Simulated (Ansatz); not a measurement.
# Ta: the cost of one run

Program: Ansatz 0.2.0. Level of theory: DFT PBEsol, scalar-relativistic, plane waves, PAW. These are calculated values, not measurements.

That is the level of the relaxation; later steps name their own.

1 further run of the same task is left out (set aside as unsound or not needed).

## Step 1: The starting structure

It takes space group Im-3m (No. 229, cubic). The conventional cell has a = 3.281 Å, b = 3.281 Å, c = 3.281 Å, α = 90.00°, β = 90.00°, γ = 90.00°. Ta (site symmetry m-3m) has 8 Ta at 2.84 Å as nearest neighbours.

As a file:

```cif
data_structure
_symmetry_space_group_name_H-M 'Im-3m'
_symmetry_Int_Tables_number 229
_cell_length_a 3.2805
_cell_length_b 3.2805
_cell_length_c 3.2805
_cell_angle_alpha 90.000
_cell_angle_beta 90.000
_cell_angle_gamma 90.000
_cell_volume 35.30
loop_
_atom_site_label
_atom_site_type_symbol
_atom_site_symmetry_multiplicity
_atom_site_Wyckoff_symbol
_atom_site_fract_x
_atom_site_fract_y
_atom_site_fract_z
_atom_site_occupancy
Ta1 Ta 2 a 0.00000 0.00000 0.00000 1
```

This cell was relaxed beforehand with the same method: volume 17.65 Å³/atom, gap on the mesh none (metal).

## Step 2: The run at PBEsol

The input, input.yaml:

```yaml
crystal:
  lattice:
    - [-1.640259764, 1.640259764, 1.640259764]
    - [1.640259764, -1.640259764, 1.640259764]
    - [1.640259764, 1.640259764, -1.640259764]
  atoms:
    - { symbol: Ta, position: [0.0, 0.0, 0.0] }
basis:
  ecutwfc: 420
kpoints:
  mp_grid: { grid: [18, 18, 18] }
  band_path:
    path:
      - [0.0, 0.0, 0.0]
      - [0.5, -0.5, 0.5]
      - [0.0, 0.0, 0.5]
      - [0.25, 0.25, 0.25]
    npoints: 1
hamiltonian:
  xc: pbesol
scf:
  occupations: { method: gaussian, width: 0.1 }
  n_extra_bands: 4
output:
  forces: true
  stress: true
  eigenvalues: true
```

The run is started by

```console
ansatz run input.yaml --threads 1 --pin off --max-ram 2560MiB --backend cpu --events-out ev --progress --plain --runs-dir out
```

Q: Estimate wall time and peak memory on 1 thread of Intel Xeon at 2.70GHz, shared host.

About 2.5 s, with a peak of 0.33 GiB.
